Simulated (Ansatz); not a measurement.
**Ag: response to strain**

Ag is deformed so: zz strain of -1 %. What stress and forces result, by LAPW, PAW and all-electron datasets made for the crystal?

Program: Ansatz 0.2.0. Level of theory: DFT LDA, scalar-relativistic. These are calculated values, not measurements.

## Step 1: The starting structure

Symmetry: P6_3/mmc, No. 194, hexagonal system. The conventional cell has a = 2.930 Å, b = 2.930 Å, c = 4.790 Å, α = 90.00°, β = 90.00°, γ = 120.00°. Ag (site symmetry -6m2) is surrounded by 12 Ag at 2.93 Å.

Structure file:

```cif
data_structure
_symmetry_space_group_name_H-M 'P 1'
_symmetry_Int_Tables_number 1
_cell_length_a 2.9300
_cell_length_b 2.9300
_cell_length_c 4.7900
_cell_angle_alpha 90.000
_cell_angle_beta 90.000
_cell_angle_gamma 120.000
_cell_volume 35.61
loop_
_atom_site_label
_atom_site_type_symbol
_atom_site_fract_x
_atom_site_fract_y
_atom_site_fract_z
_atom_site_occupancy
Ag1 Ag 0.33333 0.66667 0.25000 1
Ag2 Ag 0.66667 0.33333 0.75000 1
```

Atoms are numbered in the order of the input: Ag1, Ag2.

## Step 2: After the deformation

Space group P6_3/mmc before, P6_3/mmc after.

## Step 3: LAPW, all electrons

input.yaml

```yaml
crystal:
  lattice:
    - [2.9299980804, 0.0, 0.0]
    - [-1.4649990402, 2.5374527707, 0.0]
    - [0.0, 0.0, 4.7421]
  atoms:
    - { symbol: Ag, position: [0.3333333333, 0.6666666667, 0.25] }
    - { symbol: Ag, position: [0.6666666667, 0.3333333333, 0.75] }
kpoints:
  mp_grid: { grid: [14, 14, 8] }
  band_path:
    path:
      - [0.0, 0.0, 0.0]
      - [0.5, 0.0, 0.0]
      - [0.3333333333, 0.3333333333, 0.0]
      - [0.0, 0.0, 0.0]
      - [0.0, 0.0, 0.5]
      - [0.5, 0.0, 0.5]
      - [0.3333333333, 0.3333333333, 0.5]
      - [0.0, 0.0, 0.5]
      - [0.5, 0.0, 0.5]
    npoints: 5
scf:
  occupations: { method: fermi_dirac, width: 0.05 }
hamiltonian:
  xc: lda
  pseudopotentials: { kind: all_electron, lapw: { basis_error: 0.00025 } }
output:
  forces: true
  stress: true
  eigenvalues: true
```

The run is started by

```bash
> ansatz run input.yaml --threads 1 --pin off --max-ram 3072MiB --backend cpu --events-out ev --progress --plain --runs-dir out
```

## Step 4: Frozen-core PAW

input.yaml

```yaml
crystal:
  lattice:
    - [2.9299980804, 0.0, 0.0]
    - [-1.4649990402, 2.5374527707, 0.0]
    - [0.0, 0.0, 4.7421]
  atoms:
    - { symbol: Ag, position: [0.3333333333, 0.6666666667, 0.25] }
    - { symbol: Ag, position: [0.6666666667, 0.3333333333, 0.75] }
kpoints:
  mp_grid: { grid: [14, 14, 8] }
scf:
  occupations: { method: fermi_dirac, width: 0.05 }
hamiltonian:
  xc: lda
  pseudopotentials: { kind: paw }
output:
  forces: true
  stress: true
  eigenvalues: true
  efg: { contact_densities: true }
```

## Step 5: Datasets made for this crystal

input.yaml: that of step 4 with these lines changed.

```diff
@@ -14,3 +14,3 @@
   xc: lda
-  pseudopotentials: { kind: paw }
+  pseudopotentials: { kind: all_electron, datasets: crystal }
 output:
```

(Steps that only read results are left out.)

**Question.** What will these runs give? Wanted: pressure; largest shear or deviatoric stress.

The runs gave:

```
                                 quantity                                              value
                                 pressure  LAPW -9.82, PAW -9.82, crystal datasets -9.82 GPa
largest shear or deviatoric stress (LAPW)                                           0.29 GPa
```

In words: The largest part of the stress beyond the pressure is 0.29 GPa in size, in the zz component; the atoms are carried along and not relaxed. No run of the undeformed cell stands beside it, so the pressure holds what the given cell had before the change. PAW: stress within 0.01 GPa of LAPW. Crystal datasets: stress within 0.01 GPa of LAPW.
